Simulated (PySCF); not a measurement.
# Pb(52+), Pb(53+): ionisation energy in even-tempered 17s11p7d4f4g, part 2 of 2

Aim: the ionisation energy of lead from differences of total energies, at each level of theory, and how far each lands from the tabulated value where there is one.

PySCF 2.14.0; even-tempered 17s11p7d4f4g, no relativity, point nucleus. The scripts are equivalent inputs of a driver's runs. Earlier steps stand in the parts before.

### Step 3. Pb(53+): the ladder of methods

**UHF**

input.py

```python
from pyscf import gto, scf, dft, mp, cc
mol = gto.M(atom="Pb 0 0 0", charge=53, spin=1, symmetry="D2h",
            basis=gto.etbs([(0, 17, 7.2, 2.5), (1, 11, 9.3, 2.5), (2, 7, 17, 2.5), (3, 4, 42, 2.7), (4, 4, 63, 2.7)]))
mf = scf.UHF(mol)
mf.irrep_nelec = {'Ag': (6, 5), 'B1g': (1, 1), 'B2g': (1, 1), 'B3g': (1, 1), 'B1u': (2, 2), 'B2u': (2, 2), 'B3u': (2, 2)}
mf.kernel()
```

The program printed:

```text
damping factor = 0
level_shift factor = 0
DIIS = <class 'pyscf.scf.diis.CDIIS'>
diis_start_cycle = 1
diis_space = 10
diis_damp = 0
SCF conv_tol = 1e-09
SCF conv_tol_grad = None
number electrons alpha = 15  beta = 14
cycle= 1 E= -17376.3504281428  delta_E= -3.64e-12  |g|= 4.05e-06  |ddm|= 5.18e-06
converged SCF energy = -17376.3504281428  <S^2> = 0.75000212  2S+1 = 2.0000021
```

CPU time 5.1 s on a shared host, the integrals not counted.

The occupied shells:

```
shell  electrons  mean orbital energy (eV)  spread (eV)  rms radius (bohr)
 1s α          1                  -82562.1            0             0.0213
 1s β          1                  -82558.9            0             0.0213
 2s α          1                  -16462.9            0             0.0838
 2s β          1                  -16459.2            0             0.0838
 2p α          3                  -15954.6            0             0.0720
 2p β          3                  -15952.9            0             0.0720
 3s α          1                   -6023.0            0              0.203
 3s β          1                   -6016.7            0              0.203
 3p α          3                   -5786.1            0              0.194
 3p β          3                   -5783.3            0              0.194
 3d α          5                   -5366.9            0              0.169
 3d β          5                   -5365.4            0              0.169
 4s α          1                   -3026.7            0              0.400
```

⟨S²⟩ = 0.750, ⟨L²⟩ = 0.00.

A non-relativistic calculation at this Z misses sizeable relativistic shifts. The p, d and f levels are scalar averages; spin-orbit coupling splits them strongly at this Z.

**LDA**

Changes to input.py:

```diff
@@ -3,3 +3,3 @@
             basis=gto.etbs([(0, 17, 7.2, 2.5), (1, 11, 9.3, 2.5), (2, 7, 17, 2.5), (3, 4, 42, 2.7), (4, 4, 63, 2.7)]))
-mf = scf.UHF(mol)
+mf = dft.UKS(mol, xc="LDA,VWN")
 mf.irrep_nelec = {'Ag': (6, 5), 'B1g': (1, 1), 'B2g': (1, 1), 'B3g': (1, 1), 'B1u': (2, 2), 'B2u': (2, 2), 'B3u': (2, 2)}
```

The program printed:

```text
damping factor = 0
level_shift factor = 0
DIIS = <class 'pyscf.scf.diis.CDIIS'>
diis_start_cycle = 1
diis_space = 10
diis_damp = 0
SCF conv_tol = 1e-09
SCF conv_tol_grad = None
number electrons alpha = 15  beta = 14
XC functionals = LDA,VWN
    P. A. M. Dirac.,  Math. Proc. Cambridge Philos. Soc. 26, 376 (1930)
    F. Bloch.,  Z. Phys. 57, 545 (1929)
    S. H. Vosko, L. Wilk, and M. Nusair.,  Can. J. Phys. 58, 1200 (1980)
cycle= 1 E= -17367.047220668  delta_E= -0.0208  |g|= 0.0636  |ddm|= 0.0766
cycle= 2 E= -17367.0472342152  delta_E= -1.35e-05  |g|= 0.00919  |ddm|= 0.00365
cycle= 3 E= -17367.0472346221  delta_E= -4.07e-07  |g|= 0.000404  |ddm|= 0.000367
cycle= 4 E= -17367.0472346229  delta_E= -8.29e-10  |g|= 6.32e-07  |ddm|= 1.36e-05
converged SCF energy = -17367.0472346229  <S^2> = 0.7500027  2S+1 = 2.0000027
```

It used 1.4 s of CPU time after the integrals (shared host).

**PBE**

input.py

```python
from pyscf import gto, scf, dft, mp, cc
mol = gto.M(atom="Pb 0 0 0", charge=53, spin=1, symmetry="D2h",
            basis=gto.etbs([(0, 17, 7.2, 2.5), (1, 11, 9.3, 2.5), (2, 7, 17, 2.5), (3, 4, 42, 2.7), (4, 4, 63, 2.7)]))
mf = dft.UKS(mol, xc="PBE")
mf.irrep_nelec = {'Ag': (6, 5), 'B1g': (1, 1), 'B2g': (1, 1), 'B3g': (1, 1), 'B1u': (2, 2), 'B2u': (2, 2), 'B3u': (2, 2)}
mf.kernel()
```

The program printed:

```text
damping factor = 0
level_shift factor = 0
DIIS = <class 'pyscf.scf.diis.CDIIS'>
diis_start_cycle = 1
diis_space = 10
diis_damp = 0
SCF conv_tol = 1e-09
SCF conv_tol_grad = None
number electrons alpha = 15  beta = 14
XC functionals = PBE
    J. P. Perdew, K. Burke, and M. Ernzerhof.,  Phys. Rev. Lett. 77, 3865 (1996)
    J. P. Perdew, K. Burke, and M. Ernzerhof.,  Phys. Rev. Lett. 78, 1396 (1997)
    J. P. Perdew, K. Burke, and M. Ernzerhof.,  Phys. Rev. Lett. 77, 3865 (1996)
    J. P. Perdew, K. Burke, and M. Ernzerhof.,  Phys. Rev. Lett. 78, 1396 (1997)
cycle= 1 E= -17376.4940461404  delta_E= -0.0119  |g|= 0.0154  |ddm|= 0.0786
cycle= 2 E= -17376.4940472157  delta_E= -1.08e-06  |g|= 0.00191  |ddm|= 0.00143
cycle= 3 E= -17376.4940472365  delta_E= -2.08e-08  |g|= 0.000202  |ddm|= 9.67e-05
cycle= 4 E= -17376.4940472367  delta_E= -1.64e-10  |g|= 1.73e-06  |ddm|= 6.62e-06
converged SCF energy = -17376.4940472367  <S^2> = 0.7500016  2S+1 = 2.0000016
```

It used 1.8 s of CPU time after the integrals (shared host).

**PBE0**

input.py

```python
from pyscf import gto, scf, dft, mp, cc
mol = gto.M(atom="Pb 0 0 0", charge=53, spin=1, symmetry="D2h",
            basis=gto.etbs([(0, 17, 7.2, 2.5), (1, 11, 9.3, 2.5), (2, 7, 17, 2.5), (3, 4, 42, 2.7), (4, 4, 63, 2.7)]))
mf = dft.UKS(mol, xc="PBE0")
mf.irrep_nelec = {'Ag': (6, 5), 'B1g': (1, 1), 'B2g': (1, 1), 'B3g': (1, 1), 'B1u': (2, 2), 'B2u': (2, 2), 'B3u': (2, 2)}
mf.kernel()
```

The program printed:

```text
damping factor = 0
level_shift factor = 0
DIIS = <class 'pyscf.scf.diis.CDIIS'>
diis_start_cycle = 1
diis_space = 10
diis_damp = 0
SCF conv_tol = 1e-09
SCF conv_tol_grad = None
number electrons alpha = 15  beta = 14
XC functionals = PBE0
    C. Adamo and V. Barone.,  J. Chem. Phys. 110, 6158 (1999)
    M. Ernzerhof and G. E. Scuseria.,  J. Chem. Phys. 110, 5029 (1999)
cycle= 1 E= -17376.8789864588  delta_E= -0.00655  |g|= 0.0128  |ddm|= 0.0603
cycle= 2 E= -17376.8789870348  delta_E= -5.76e-07  |g|= 0.000983  |ddm|= 0.00135
cycle= 3 E= -17376.8789870401  delta_E= -5.3e-09  |g|= 0.000141  |ddm|= 4.06e-05
cycle= 4 E= -17376.8789870402  delta_E= -7.28e-11  |g|= 1.17e-06  |ddm|= 5.35e-06
converged SCF energy = -17376.8789870402  <S^2> = 0.7500012  2S+1 = 2.0000012
```

It used 4.7 s of CPU time after the integrals (shared host).

**r2SCAN**

input.py

```python
from pyscf import gto, scf, dft, mp, cc
mol = gto.M(atom="Pb 0 0 0", charge=53, spin=1, symmetry="D2h",
            basis=gto.etbs([(0, 17, 7.2, 2.5), (1, 11, 9.3, 2.5), (2, 7, 17, 2.5), (3, 4, 42, 2.7), (4, 4, 63, 2.7)]))
mf = dft.UKS(mol, xc="R2SCAN")
mf.irrep_nelec = {'Ag': (6, 5), 'B1g': (1, 1), 'B2g': (1, 1), 'B3g': (1, 1), 'B1u': (2, 2), 'B2u': (2, 2), 'B3u': (2, 2)}
mf.kernel()
```

The program printed:

```text
damping factor = 0
level_shift factor = 0
DIIS = <class 'pyscf.scf.diis.CDIIS'>
diis_start_cycle = 1
diis_space = 10
diis_damp = 0
SCF conv_tol = 1e-09
SCF conv_tol_grad = None
number electrons alpha = 15  beta = 14
XC functionals = R2SCAN
    J. W. Furness, A. D. Kaplan, J. Ning, J. P. Perdew, and J. Sun.,  J. Phys. Chem. Lett. 11, 8208-8215 (2020)
    J. W. Furness, A. D. Kaplan, J. Ning, J. P. Perdew, and J. Sun.,  J. Phys. Chem. Lett. 11, 9248-9248 (2020)
    J. W. Furness, A. D. Kaplan, J. Ning, J. P. Perdew, and J. Sun.,  J. Phys. Chem. Lett. 11, 8208-8215 (2020)
    J. W. Furness, A. D. Kaplan, J. Ning, J. P. Perdew, and J. Sun.,  J. Phys. Chem. Lett. 11, 9248-9248 (2020)
cycle= 1 E= -17377.4660400907  delta_E= -0.00568  |g|= 0.0183  |ddm|= 0.0322
cycle= 2 E= -17377.4660417897  delta_E= -1.7e-06  |g|= 0.00269  |ddm|= 0.00162
cycle= 3 E= -17377.4660418286  delta_E= -3.89e-08  |g|= 0.000158  |ddm|= 0.000111
cycle= 4 E= -17377.4660418287  delta_E= -7.64e-11  |g|= 1.38e-06  |ddm|= 5.41e-06
converged SCF energy = -17377.4660418287  <S^2> = 0.75000442  2S+1 = 2.0000044
```

CPU time 4.8 s on a shared host, the integrals not counted.

**r2SCANh**

input.py

```python
from pyscf import gto, scf, dft, mp, cc
mol = gto.M(atom="Pb 0 0 0", charge=53, spin=1, symmetry="D2h",
            basis=gto.etbs([(0, 17, 7.2, 2.5), (1, 11, 9.3, 2.5), (2, 7, 17, 2.5), (3, 4, 42, 2.7), (4, 4, 63, 2.7)]))
mf = dft.UKS(mol, xc="HYB_MGGA_XC_R2SCANH")
mf.irrep_nelec = {'Ag': (6, 5), 'B1g': (1, 1), 'B2g': (1, 1), 'B3g': (1, 1), 'B1u': (2, 2), 'B2u': (2, 2), 'B3u': (2, 2)}
mf.kernel()
```

The program printed:

```text
damping factor = 0
level_shift factor = 0
DIIS = <class 'pyscf.scf.diis.CDIIS'>
diis_start_cycle = 1
diis_space = 10
diis_damp = 0
SCF conv_tol = 1e-09
SCF conv_tol_grad = None
number electrons alpha = 15  beta = 14
XC functionals = HYB_MGGA_XC_R2SCANH
    M. Bursch, H. Neugebauer, S. Ehlert, and S. Grimme.,  J. Chem. Phys. 156, 134105 (2022)
cycle= 1 E= -17377.5247974353  delta_E= -0.0046  |g|= 0.016  |ddm|= 0.0291
cycle= 2 E= -17377.5247987034  delta_E= -1.27e-06  |g|= 0.00221  |ddm|= 0.00143
cycle= 3 E= -17377.5247987294  delta_E= -2.6e-08  |g|= 0.000142  |ddm|= 8.77e-05
cycle= 4 E= -17377.5247987295  delta_E= -8.73e-11  |g|= 1.26e-06  |ddm|= 5.28e-06
converged SCF energy = -17377.5247987295  <S^2> = 0.75000397  2S+1 = 2.000004
```

CPU time 7.7 s on a shared host, the integrals not counted.

**BLYP**

input.py

```python
from pyscf import gto, scf, dft, mp, cc
mol = gto.M(atom="Pb 0 0 0", charge=53, spin=1, symmetry="D2h",
            basis=gto.etbs([(0, 17, 7.2, 2.5), (1, 11, 9.3, 2.5), (2, 7, 17, 2.5), (3, 4, 42, 2.7), (4, 4, 63, 2.7)]))
mf = dft.UKS(mol, xc="BLYP")
mf.irrep_nelec = {'Ag': (6, 5), 'B1g': (1, 1), 'B2g': (1, 1), 'B3g': (1, 1), 'B1u': (2, 2), 'B2u': (2, 2), 'B3u': (2, 2)}
mf.kernel()
```

The program printed:

```text
damping factor = 0
level_shift factor = 0
DIIS = <class 'pyscf.scf.diis.CDIIS'>
diis_start_cycle = 1
diis_space = 10
diis_damp = 0
SCF conv_tol = 1e-09
SCF conv_tol_grad = None
number electrons alpha = 15  beta = 14
XC functionals = BLYP
    A. D. Becke.,  Phys. Rev. A 38, 3098 (1988)
    C. Lee, W. Yang, and R. G. Parr.,  Phys. Rev. B 37, 785 (1988)
    B. Miehlich, A. Savin, H. Stoll, and H. Preuss.,  Chem. Phys. Lett. 157, 200 (1989)
cycle= 1 E= -17377.6558989342  delta_E= -0.0131  |g|= 0.0168  |ddm|= 0.0731
cycle= 2 E= -17377.6558997411  delta_E= -8.07e-07  |g|= 0.000678  |ddm|= 0.00146
cycle= 3 E= -17377.6558997441  delta_E= -2.96e-09  |g|= 0.000104  |ddm|= 4.68e-05
cycle= 4 E= -17377.6558997441  delta_E= -3.27e-11  |g|= 3.23e-06  |ddm|= 4.29e-06
converged SCF energy = -17377.6558997441  <S^2> = 0.75000175  2S+1 = 2.0000017
```

It used 1.8 s of CPU time after the integrals (shared host).

**MP2 (outer shells)**

input.py

```python
from pyscf import gto, scf, dft, mp, cc
mol = gto.M(atom="Pb 0 0 0", charge=53, spin=1, symmetry="D2h",
            basis=gto.etbs([(0, 17, 7.2, 2.5), (1, 11, 9.3, 2.5), (2, 7, 17, 2.5), (3, 4, 42, 2.7), (4, 4, 63, 2.7)]))
mf = scf.UHF(mol)
mf.irrep_nelec = {'Ag': (6, 5), 'B1g': (1, 1), 'B2g': (1, 1), 'B3g': (1, 1), 'B1u': (2, 2), 'B2u': (2, 2), 'B3u': (2, 2)}
mf.kernel()
mp.UMP2(mf, frozen=5).kernel()
```

This step left no log, only its results.

CPU time 4.7 s on a shared host, the integrals not counted.

With 19 electrons correlated, the MP2 correlation energy is -0.84523 hartree (-0.29356 same spin, -0.55166 opposite spin); the SCS form gives -0.75985. Largest pairs of shells: 3d-3d -0.4143, 3p-3d -0.2278, 3p-3p -0.0630, 3s-3d -0.0486, 3d-4s -0.0422.

Radial density 4πr²ρ of Pb(53+) at UHF:

```
r (bohr)  density  spin density
0.000313    0.463         0.002
0.000526     1.26         0.005
0.000885     3.37         0.014
 0.00149     8.64         0.035
 0.00251     20.7         0.083
 0.00421     44.3         0.172
 0.00709     78.7         0.280
  0.0119      104         0.266
  0.0201     98.2         0.034
  0.0337      108         0.267
  0.0567      145         0.742
  0.0954      113         0.074
   0.161      121         1.489
   0.270     30.9         1.312
   0.454     3.07         2.771
   0.764   0.0422         0.042
```

### Step 4. Orbital energies side by side

Highest occupied Hartree-Fock shell of each state: Pb(52+) 4s at -2962.5 eV; Pb(53+) 4s α at -3026.7 eV.

### Step 5. The energy differences

Ionisation energy: Pb(52+) [Ar] 3d10 4s2 (1S) → Pb(53+) [Ar] 3d10 4s1 (2S).

```
                method  value (eV)  less the reference (eV)  CPU time, both states (s)
                   UHF      2962.3                   -248.7                         20
                   LDA      2970.0                   -241.0                        2.8
                   PBE      2970.9                   -240.1                        3.7
                  PBE0      2969.0                   -242.0                        9.5
                r2SCAN      2964.4                   -246.6                        9.6
               r2SCANh      2964.3                   -246.7                         16
                  BLYP      2970.2                   -240.8                        3.8
    MP2 (outer shells)      2966.0                   -245.0                         30
SCS-MP2 (outer shells)      2966.2                   -244.8                         30
```

Reference: 3211 ± 4 eV (theoretical estimate listed by NIST; NIST Atomic Spectra Database, ionization energies). The calculation is non-relativistic, so it cannot be held against the reference.

Times are CPU seconds on a shared host without the integrals; correlated rows include their Hartree-Fock run, whose time holds the symmetry-adapted start and any spin-orbit constants, while functionals begin from orbitals already made.

### Step 6. Outcome

This closing draws on all 2 parts.

| quantity | value |
| --- | --- |
| ionisation energy, Pb(52+) | UHF 2962.3, MP2 (outer shells) 2966.0 eV; reference 3211 ± 4 |

**Reading.** The methods span 8.522 eV, from UHF (2962.3) to PBE (2970.9). The reference is uncertain or not like for like (spin-orbit coupling or other relativistic terms), so no ranking of close methods is drawn. The basis is finite, and no extrapolation was made.
